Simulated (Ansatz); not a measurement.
# GaH₂O− (SMILES [O-][GaH2]): single points off equilibrium

The atoms stand at a structure displaced at random from a GFN2-xTB minimum. How far do the functionals agree with CCSD(T) there?

Method: single points in def2-TZVPPD; program: Ansatz 0.2.0, Gaussian basis.

Correlated methods freeze the cores. Filled d shells of the heavier atoms are correlated. B3LYP uses VWN-RPA correlation.

## Step 1: The starting structure

SMILES `[O-][GaH2]`, 4 atoms, charge -1, spin multiplicity 1.

Atoms are counted from 1 here; the program's logs count them from 0.

Bond lengths: O1–Ga2 1.597 Å, Ga2–H3 1.643 Å, Ga2–H4 1.659 Å. Angles: O1–Ga2–H3 129.0°, O1–Ga2–H4 122.6°, H3–Ga2–H4 108.4°.

Geometry (Å):

| atom | x (Å) | y (Å) | z (Å) |
| --- | --- | --- | --- |
| O1 | -0.9726 | -0.4473 | 1.3327 |
| Ga2 | -0.1058 | -0.0605 | 0.0487 |
| H3 | -0.5646 | 0.0001 | -1.5277 |
| H4 | 1.4673 | 0.4547 | 0.1554 |

## Step 2: CCSD(T)/def2-TZVPPD

File run/in.yaml:

```yaml
crystal:
  periodic: [false, false, false]
  atoms:
    - {symbol: O, position_ang: [-0.972600, -0.447300, 1.332700]}
    - {symbol: Ga, position_ang: [-0.105800, -0.060500, 0.048700]}
    - {symbol: H, position_ang: [-0.564600, 0.000100, -1.527700]}
    - {symbol: H, position_ang: [1.467300, 0.454700, 0.155400]}
basis:
  gaussian: {orbitals: "def2-TZVPPD.json"}
total_charge: -1
correlation: {method: ccsd_t}
output: {forces: true}
```

The basis file named in the input lies beside it (Basis Set Exchange, JSON).

The command line of these runs was not kept.

## Step 3: PBE0-D4/def2-TZVPPD

Edit run/in.yaml of step 2 so:

```diff
@@ -10,3 +10,3 @@
 total_charge: -1
-correlation: {method: ccsd_t}
-output: {forces: true}
+hamiltonian: {xc: pbe0, dispersion: d4}
+output: {forces: true, orbitals: {seedname: orbitals}}
```

## Step 4: wB97M-V/def2-TZVPPD

Edit run/in.yaml of step 3 so:

```diff
@@ -10,3 +10,3 @@
 total_charge: -1
-hamiltonian: {xc: pbe0, dispersion: d4}
-output: {forces: true, orbitals: {seedname: orbitals}}
+hamiltonian: {xc: {name: wB97M-V}}
+output: {forces: true}
```

## Step 5: r2SCAN-D4/def2-TZVPPD

Edit run/in.yaml of step 4 so:

```diff
@@ -10,3 +10,3 @@
 total_charge: -1
-hamiltonian: {xc: {name: wB97M-V}}
+hamiltonian: {xc: r2scan, dispersion: d4}
 output: {forces: true}
```

## Step 6: PBE-D4/def2-TZVPPD

Edit run/in.yaml of step 5 so:

```diff
@@ -10,3 +10,3 @@
 total_charge: -1
-hamiltonian: {xc: r2scan, dispersion: d4}
+hamiltonian: {xc: pbe, dispersion: d4}
 output: {forces: true}
```

## Step 7: BLYP-D4/def2-TZVPPD

Edit run/in.yaml of step 6 so:

```diff
@@ -10,3 +10,3 @@
 total_charge: -1
-hamiltonian: {xc: pbe, dispersion: d4}
+hamiltonian: {xc: {name: BLYP}, dispersion: d4}
 output: {forces: true}
```

## Step 8: B3LYP-D4/def2-TZVPPD

Edit run/in.yaml of step 7 so:

```diff
@@ -10,3 +10,3 @@
 total_charge: -1
-hamiltonian: {xc: {name: BLYP}, dispersion: d4}
+hamiltonian: {xc: {name: B3LYP}, dispersion: d4}
 output: {forces: true}
```

(Steps that only read results are left out.)

Before running it: what results should come out? Wanted: RMS force component; RMS force error; HOMO and LUMO, PBE0-D4; T1 diagnostic.

**Answer**, as computed:

| quantity | value |
| --- | --- |
| RMS force component | 2.129 to 2.483 eV/Å over the methods |
| RMS force error | PBE0-D4 0.225, wB97M-V 0.172, r2SCAN-D4 0.183, PBE-D4 0.091, BLYP-D4 0.167, B3LYP-D4 0.090 eV/Å |
| HOMO and LUMO, PBE0-D4 | -0.81 and 4.24 eV |
| T1 diagnostic | 0.021 |

The forces of B3LYP-D4 come nearest to CCSD(T), those of PBE0-D4 are farthest. Frozen-core CCSD(T) forces in triple zeta carry basis errors of their own, and this is one geometry, so small gaps rank nothing.
